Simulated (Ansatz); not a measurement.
# ScGePd: densities and their differences

Aim: see in ScGePd how the density differs from that of free atoms, which states sit where and how the functional moves the density. The geometry is as listed and is not relaxed.

Computed with Ansatz 0.2.0 (DFT PBEsol, scalar-relativistic, plane waves, PAW, unless a step's input says otherwise).

## 1. The starting structure

The structure is hexagonal, space group P-62m (No. 189). Conventional cell: a = 6.729 Å, b = 6.729 Å, c = 3.938 Å, α = 90.00°, β = 90.00°, γ = 120.00°. Around Sc (site symmetry m2m) lie 5 Ge at 2.81 to 2.85 Å and 6 Pd at 2.96 to 3.17 Å. Ge (site symmetry -6) is surrounded by 3 Pd at 2.58 Å and 6 Sc at 2.81 Å. Ge (site symmetry -62m) is surrounded by 6 Pd at 2.58 Å and 3 Sc at 2.85 Å. Pd (site symmetry m2m) has 4 Ge at 2.58 Å and 2 Pd at 2.90 Å and 2 Sc at 2.96 Å as nearest neighbours.

Coordinates:

```
CELL_PARAMETERS angstrom
6.72888 0.00000 0.00000
-3.36444 5.82738 0.00000
0.00000 0.00000 3.93786
ATOMIC_POSITIONS crystal
Sc 0.00000 0.57662 0.00000
Sc 0.42338 0.42338 0.00000
Sc 0.57662 0.00000 0.00000
Ge 0.33333 0.66667 0.50000
Ge 0.66667 0.33333 0.50000
Ge 0.00000 0.00000 0.00000
Pd 0.00000 0.24877 0.50000
Pd 0.75123 0.75123 0.50000
Pd 0.24877 0.00000 0.50000
```

The structure comes from the Materials Project (structure only).

## 2. The base run

File input.yaml:

```yaml
crystal:
  lattice:
    - [6.7288776322, 0.0, 0.0]
    - [-3.3644388161, 5.8273789684, 0.0]
    - [0.0, 0.0, 3.9378605]
  atoms:
    - { symbol: Sc, position: [0.0, 0.57661535, 0.0] }
    - { symbol: Sc, position: [0.42338465, 0.42338465, 0.0] }
    - { symbol: Sc, position: [0.57661535, 0.0, 0.0] }
    - { symbol: Ge, position: [0.33333333, 0.66666667, 0.5] }
    - { symbol: Ge, position: [0.66666667, 0.33333333, 0.5] }
    - { symbol: Ge, position: [0.0, 0.0, 0.0] }
    - { symbol: Pd, position: [0.0, 0.24876972, 0.5] }
    - { symbol: Pd, position: [0.75123028, 0.75123028, 0.5] }
    - { symbol: Pd, position: [0.24876972, 0.0, 0.5] }
basis:
  ecutwfc: 420
  fft_grid_basis: typed
kpoints:
  mp_grid: { grid: [6, 6, 8] }
hamiltonian:
  xc: pbesol
  pseudopotentials: { kind: paw }
scf:
  occupations: { method: gaussian, width: 0.05 }
output:
  forces: true
  stress: true
  eigenvalues: true
  bader: true
  write_density: true
  volumetric_format: npy
  elf: true
```

Launch:

```sh
> ansatz run input.yaml --threads 2 --pin off --max-ram 4096MiB --backend cpu --events-out ev --progress --plain --runs-dir out
```

What it wrote, shortened:

```text
Warning: RAYON_NUM_THREADS=2 ignored (pool sized by the plan → 2); use --threads N
[...]
Pseudopotentials: kind: paw
Pseudopotential: Sc, paw, valence charge 11, recommended cutoff 420 eV (normal), Sc.paw.azcp
Pseudopotential: Ge, paw, valence charge 14, recommended cutoff 420 eV (normal), Ge.paw.azcp
Pseudopotential: Pd, paw, valence charge 18, recommended cutoff 420 eV (normal), Pd.paw.azcp
Functional definition: PBEsol
[...]
Crystal: 9 atoms, lattice volume = 154.410 Å³
Basis set: ecut = 420 eV, 3025 PW (Γ), exchange–correlation on 90×90×54 points (8 copies of the dense FFT grid, shifted against one another)
Bands: 78, of which v1, the nominal top of the filled ones, is band 65 counted from 1 (64 counted from 0)
Symmetry: 12 space group operations
Space group: P-62m (ITA 189), of the structure as read, at distance tolerance 5.4e-5 Å
k-points: 35 of 288 (time reversal used)
[...]
SCF iter   1: F=—  HF=-39823.487566 eV  |F-HF|=—  |Δ(HF+E_count)|=         —  Δρ=8.94e-3  dr2=1.45e-1  ethr=1.77e-3  ⟨swp⟩=5.3  Hψ=9024  notcnv=0  defer=21
[...]
SCF iter   8: F=-39823.458715 eV  HF=-39823.458715 eV  |F-HF|=4.66e-9  |Δ(HF+E_count)|=   3.74e-8  Δρ=1.92e-6  dr2=6.24e-9  ethr=7.75e-11  ⟨swp⟩=8.5  Hψ=9999  notcnv=0
[...]
SCF converged after 8 iterations
Free energy (F): -39823.458715 eV
[...]
E sigma→0 (E₀):  -39823.454847 eV
Entropy (-TS):   -0.007734 eV (-0.859 meV/atom)
Fermi energy:    14.427577 eV
[...]
--- Forces (eV/Å), atoms counted from 1 ---
  atom   1  Sc     0.00308935    -0.00535091     0.00000000
  atom   2  Sc     0.00308935     0.00535091     0.00000000
  atom   3  Sc    -0.00617870     0.00000000    -0.00000000
  atom   4  Ge    -0.00000000    -0.00000000     0.00000000
  atom   5  Ge    -0.00000000     0.00000000     0.00000000
  atom   6  Ge     0.00000000    -0.00000000    -0.00000000
  atom   7  Pd     0.02097203    -0.03632462    -0.00000000
  atom   8  Pd     0.02097203     0.03632462     0.00000000
[...]
--- Stress (GPa, compression-positive) ---
       -3.616116       0.000000       0.000000
       -0.000000      -3.616116      -0.000000
        0.000000      -0.000000      -3.042551
  P = ⅓ Tr σ = -3.4249 GPa (-34.249 kbar)
--- Band table (eV; the first three rows and the last of 35) ---
[...]
--- Bader charges: 9 sites ---
  site symbol  charge [e]  shift [e]
     0     Sc      1.4913     0.0004
     1     Sc      1.4913     0.0004
     2     Sc      1.4913     0.0004
     3     Ge     -0.9152     0.0008
     4     Ge     -0.9151     0.0008
     5     Ge     -0.1662     0.0011
     6     Pd     -0.8258     0.0005
     7     Pd     -0.8258     0.0005
     8     Pd     -0.8258     0.0005
  estimated error of the sums over rays = 8.0e-4 e
```

It took 1.7 min on 2 threads of Arm Neoverse N1, shared host; peak memory 0.63 GiB.

## 3. Density, ELF and deformation density

Density in a lattice plane of the grid's cell (edges 6.73 and 3.94 Å, at 0.000 of the third edge), which holds Sc and Ge and Pd.

Values in e/Å³, 8 rows by 12 columns:
```
 5.91  1.01  0.29  0.18  0.14  0.18  1.88  4.53  1.28  0.16  0.25  1.00
 0.45  0.39  0.50  0.82  0.43  0.20  0.23  0.38  0.18  0.14  0.21  0.36
 0.23  0.35  2.85  8.30  2.65  0.32  0.14  0.09  0.10  0.13  0.22  0.25
 0.20  0.43  6.96 13.86  6.50  0.43  0.15  0.09  0.09  0.14  0.24  0.24
 0.23  0.35  2.85  8.30  2.65  0.32  0.14  0.09  0.10  0.13  0.22  0.25
 0.45  0.39  0.50  0.82  0.43  0.20  0.23  0.38  0.18  0.14  0.21  0.36
 5.91  1.01  0.29  0.18  0.14  0.18  1.88  4.53  1.28  0.16  0.25  1.00
55.12  2.79  0.33  0.13  0.10  0.21  4.33  7.39  3.05  0.19  0.33  2.79
```
Columns run along the first of these edges and rows up along the second, over one cell in 12 and 8 even steps from the bottom left corner. Atoms in the plane (fractional): Sc at (0.58, 0.00), Ge at (0.00, 0.00), Pd at (0.25, 0.50).

ELF in the same plane.

Values, 8 rows by 12 columns:
```
0.11 0.33 0.42 0.26 0.27 0.08 0.70 0.67 0.63 0.11 0.49 0.33
0.39 0.38 0.25 0.31 0.28 0.27 0.11 0.19 0.08 0.23 0.40 0.42
0.29 0.20 0.48 0.51 0.48 0.28 0.22 0.08 0.15 0.28 0.26 0.26
0.19 0.19 0.55 0.22 0.54 0.25 0.29 0.16 0.21 0.26 0.23 0.20
0.29 0.20 0.48 0.51 0.48 0.28 0.22 0.08 0.15 0.28 0.26 0.26
0.39 0.38 0.25 0.31 0.28 0.27 0.11 0.19 0.08 0.23 0.40 0.42
0.11 0.33 0.42 0.26 0.27 0.08 0.70 0.67 0.63 0.11 0.49 0.33
0.13 0.17 0.45 0.32 0.18 0.09 0.73 0.00 0.76 0.07 0.46 0.17
```
Columns run along the first of these edges and rows up along the second, over one cell in 12 and 8 even steps from the bottom left corner. Atoms in the plane (fractional): Sc at (0.58, 0.00), Ge at (0.00, 0.00), Pd at (0.25, 0.50).

Both are smooth fields of the valence electrons: close to the nuclei they are not physical.

Outside the cores ELF peaks at 0.67 beside Ge, off the lines to its neighbours, 1.3 Å from Ge; 0.49 on the Ge–Sc line, 1.2 Å from Ge.

The reference for the deformation density is the superposition of neutral spherical atoms (taken from a run stopped after its first cycle, not shown).

Deformation density: the crystal less neutral atoms. These are valence pseudo-densities (PAW): inside the atomic spheres they are not the true ones.

Deformation density in a lattice plane of the grid's cell (edges 6.73 and 3.94 Å, at 0.000 of the third edge), which holds Sc and Ge and Pd.

Values in 10⁻³ e/Å³, 8 rows by 12 columns:
```
 -47.25  -29.51   37.61   26.89   16.93   -2.09    1.37  -72.69    3.40    3.35   24.59  -33.47
  14.56   44.66   21.58  -38.28   11.35   35.55   -6.26  -58.81  -16.85   19.99   45.15   39.37
  42.69   21.44 -160.16 -165.76 -156.22   32.38   10.45  -21.51   -2.35   29.82   46.52   47.13
  37.78  -11.09 -142.33  118.35 -194.34   12.47   17.18   -8.05    6.18   32.78   43.18   38.70
  42.69   21.44 -160.16 -165.76 -156.22   32.38   10.45  -21.51   -2.35   29.82   46.52   47.13
  14.56   44.66   21.58  -38.28   11.35   35.55   -6.26  -58.81  -16.85   19.99   45.15   39.37
 -47.25  -29.51   37.61   26.89   16.93   -2.09    1.37  -72.69    3.40    3.35   24.59  -33.47
 333.01  -73.67   13.81   21.24    1.50  -33.60  -32.56 -116.52  -54.69   -9.79    8.61  -65.37
```
Columns run along the first of these edges and rows up along the second, over one cell in 12 and 8 even steps from the bottom left corner. Atoms in the plane (fractional): Sc at (0.58, 0.00), Ge at (0.00, 0.00), Pd at (0.25, 0.50).

*Describe the bonding charge.*

Ge–Pd (2.58 Å): Δρ is +0.06 e/Å³ at the midpoint. Ge–Sc (2.81 Å): Δρ is +0.03 e/Å³ at the midpoint. Pd–Sc (2.96 Å): Δρ is +0.04 e/Å³ at the midpoint. Outside the cores the largest gain is 0.06 e/Å³, 1.2 Å from a Ge nucleus, and the largest loss 0.08 e/Å³, at the edge of the Pd core regions. The rearranged charge, half the integral of |Δρ|, is about 0.27 e an atom. Bader charges: Sc +1.49, Ge −0.92 to −0.17 and Pd −0.83 e.

## 4. Energy-resolved densities and projections

The windows are set from the levels of the base run, in eV from its Fermi level.

input.yaml: that of step 2 with these lines changed.

```diff
@@ -25,9 +25,28 @@
   occupations: { method: gaussian, width: 0.05 }
+  n_extra_bands: 9
 output:
   forces: true
-  stress: true
+  stress: false
   eigenvalues: true
-  bader: true
-  write_density: true
+  bader: false
+  write_density: false
   volumetric_format: npy
-  elf: true
+  band_densities:
+    - { e_range: [-0.25, 0.25] }
+    - { e_range: [-1.2, 0.0] }
+    - { e_range: [0.0, 1.2] }
+    - { e_range: [-5.97, -3.97] }
+    - { e_range: [-3.97, -1.98] }
+    - { e_range: [-10.55, -8.37] }
+    - { e_range: [-23.92, -23.79] }
+  dos:
+    e_range: [-30, 8]
+    de: 0.02
+    method: { smearing: { sigma: 0.03, scheme: gaussian } }
+    projected: { site_lists: { Ge: [Ge], Pd: [Pd], Sc: [Sc] } }
+checkpoint:
+  read: start.run
+  write: ck
+  compress: false
+  write_wavefunctions: false
+  write_every: 100000
```

Launch:

```sh
> ansatz run input.yaml --threads 2 --pin off --max-ram 4096MiB --backend cpu --events-out ev --progress --plain --runs-dir out
```

What it wrote, shortened:

```text
Warning: RAYON_NUM_THREADS=2 ignored (pool sized by the plan → 2); use --threads N
scf.n_extra_bands = 9 over 65 filled bands (N_el = 129.0): the run solves 74 bands
[...]
[... 5 set-up lines as earlier in the session ...]
[...]
Crystal: 9 atoms, lattice volume = 154.410 Å³
Basis set: ecut = 420 eV, 3025 PW (Γ), exchange–correlation on 90×90×54 points (8 copies of the dense FFT grid, shifted against one another)
Bands: 74, of which v1, the nominal top of the filled ones, is band 65 counted from 1 (64 counted from 0)
[... 2 set-up lines as earlier in the session ...]
[...]
  atom   4  Ge    -0.00000000     0.00000000     0.00000000
  atom   5  Ge    -0.00000000     0.00000000     0.00000000
  atom   6  Ge     0.00000000     0.00000000    -0.00000000
  atom   7  Pd     0.02097108    -0.03632298    -0.00000000
  atom   8  Pd     0.02097108     0.03632298     0.00000000
[...]
--- Band table (eV; the first three rows and the last of 35) ---
[...]
--- Band densities, each state counted as filled ---
  window                                       electrons  max residual (eV)  cut levels
  e_range: [-0.25, 0.25]                        2.805556             4.7e-4           0
  e_range: [-1.2, 0]                            6.444444             2.1e-6           0
  e_range: [0, 1.2]                             5.409722             4.7e-4           0
  e_range: [-5.97, -3.97]                      12.125000             1.4e-6           0
  e_range: [-3.97, -1.98]                      21.708333             8.7e-7           0
  e_range: [-10.55, -8.37]                      6.000000             2.3e-6           0
  e_range: [-23.92, -23.79]                    20.000000             1.6e-6           0
```

It took 53 s on 2 threads of Arm Neoverse N1, shared host; peak memory 0.65 GiB.

```csv
window (eV from the Fermi level),what it holds,electrons a cell,main Löwdin character
−23.92 to −23.79 eV,a separate group of bands (semicore or deep states),20.00,Ge 3d (over 95 %)
−10.6 to −8.4 eV,a separate group of bands,6.00,"Ge 4s (65 %), Sc 4s (10 %) and Pd 4d (10 %)"
−6.0 to −4.0 eV,the lower third of the occupied valence band,12.12,Pd 4d (60 %) and Ge 4p (30 %)
−4.0 to −2.0 eV,the middle third of the occupied valence band,21.71,Pd 4d (80 %) and Ge 4p (15 %)
−1.2 to 0.0 eV,the filled states just under the Fermi level,6.44,"Sc 3d (35 %), Ge 4p (35 %) and Pd 4d (25 %)"
−0.25 to +0.25 eV,the states at the Fermi level,2.81,"Sc 3d (45 %), Ge 4p (30 %) and Pd 4d (25 %)"
0.0 to +1.2 eV,the empty states just over the Fermi level,5.41,"Sc 3d (65 %), Ge 4p (15 %) and Pd 4d (15 %)"
```

Density of the states at the Fermi level, scaled to one electron a cell, in a lattice plane of the grid's cell (edges 6.73 and 3.94 Å, at 0.000 of the third edge), which holds Sc and Ge and Pd.

Ten even steps from ' ' (1.47 × 10⁻³ per Å³) to '@' (73 × 10⁻³ per Å³):
```
                      ..::==++--....    ....    
                        ....::..                
            ..                                  
          ::++::                                
        ..==%%==..                              
      ..--%%@@@@==..                            
        ..==%%==..                              
          ::++::                                
            ..                                  
                        ....::..                
                      ..::==++--....    ....    
..                    ..==##%%++--..........    
```
Columns run along the first of these edges and rows up along the second, over one cell in 24 and 12 even steps from the bottom left corner. Atoms in the plane (fractional): Sc at (0.58, 0.00), Ge at (0.00, 0.00), Pd at (0.25, 0.50).

Löwdin projections on the PAW files' atomic orbitals give Sc 3d (45 %), Ge 4p (30 %) and Pd 4d (25 %). In space (atomic cells sized by Bader volumes) the density divides as Pd about 40 %, Sc about 35 % and Ge about 25 %. It nearly vanishes midway along Ge–Pd contacts. 

## 5. The same cell with LDA

input.yaml: that of step 2 with these lines changed.

```diff
@@ -21,3 +21,3 @@
 hamiltonian:
-  xc: pbesol
+  xc: lda
   pseudopotentials: { kind: paw }
@@ -32,2 +32 @@
   volumetric_format: npy
-  elf: true
```

Launch:

```sh
> ansatz run input.yaml --threads 2 --pin off --max-ram 4096MiB --backend cpu --events-out ev --progress --plain --runs-dir out
```

What it wrote, shortened:

```text
Warning: RAYON_NUM_THREADS=2 ignored (pool sized by the plan → 2); use --threads N
[...]
[... 4 set-up lines as earlier in the session ...]
Functional definition: SPW92
[...]
Crystal: 9 atoms, lattice volume = 154.410 Å³
Basis set: ecut = 420 eV, 3025 PW (Γ)
Bands: 78, of which v1, the nominal top of the filled ones, is band 65 counted from 1 (64 counted from 0)
[... 2 set-up lines as earlier in the session ...]
k-points: 35 of 288 (time reversal used)
[...]
  atom   3  Sc    -0.00970761     0.00000000    -0.00000000
  atom   4  Ge    -0.00000000     0.00000000     0.00000000
  atom   5  Ge    -0.00000000     0.00000000     0.00000000
  atom   6  Ge     0.00000000     0.00000000    -0.00000000
  atom   7  Pd     0.01843709    -0.03193397    -0.00000000
  atom   8  Pd     0.01843709     0.03193397     0.00000000
[...]
--- Stress (GPa, compression-positive) ---
       -7.484608       0.000000       0.000000
       -0.000000      -7.484608      -0.000000
        0.000000      -0.000000      -6.876907
  P = ⅓ Tr σ = -7.2820 GPa (-72.820 kbar)
--- Band table (eV; the first three rows and the last of 35) ---
[...]
--- Bader charges: 9 sites ---
  site symbol  charge [e]  shift [e]
     0     Sc      1.4413     0.0003
     1     Sc      1.4413     0.0003
     2     Sc      1.4413     0.0003
     3     Ge     -0.8661     0.0008
     4     Ge     -0.8661     0.0008
     5     Ge     -0.1378     0.0010
     6     Pd     -0.8180     0.0005
     7     Pd     -0.8180     0.0005
     8     Pd     -0.8180     0.0005
  estimated error of the sums over rays = 8.3e-4 e
```

It took 93 s on 2 threads of Arm Neoverse N1, shared host; peak memory 0.6 GiB.

Density with LDA less that of the base run, valid outside the PAW spheres.

The difference in a lattice plane of the grid's cell (edges 6.73 and 3.94 Å, at 0.000 of the third edge), which holds Sc and Ge and Pd.

Ten even steps from '0' (-35.68 × 10⁻³ e/Å³) to '9' (36.44 × 10⁻³ e/Å³):
```
356544444455455445544565
665544444455544455444456
554455555545555554444445
444554445544444444444444
445544644554444444444444
445436963554444444444444
445544644554444444444444
444554445544444444444444
554455555545555554444445
665544444455544455444456
356544444455455445544565
036544444455467545544563
```
Columns run along the first of these edges and rows up along the second, over one cell in 24 and 12 even steps from the bottom left corner. Atoms in the plane (fractional): Sc at (0.58, 0.00), Ge at (0.00, 0.00), Pd at (0.25, 0.50).

*What differs between the two levels of theory?*

LDA has more density at the edge of the Ge core regions (up to 0.007 e/Å³) and less 1.4 Å from a Ge nucleus (by 0.003 e/Å³).
Bader charges are Sc +1.49, Ge −0.92 to −0.17 and Pd −0.83 e with PBEsol and Sc +1.44, Ge −0.87 to −0.14 and Pd −0.82 e with LDA.

## 6. Outcome

| quantity | value |
| --- | --- |
| gap on the mesh | none (metal) |
| pressure | -3.4 GPa |
| Bader charges | Sc +1.49, Ge -0.92 to -0.17, Pd -0.83 e |
| the states at the Fermi level | Sc 3d (45 %), Ge 4p (30 %) and Pd 4d (25 %) |
| with LDA | gap none (metal), -7.3 GPa, 93 s against 1.7 min |

In words: LDA has more density at the edge of the Ge core regions (up to 0.007 e/Å³) and less 1.4 Å from a Ge nucleus (by 0.003 e/Å³).
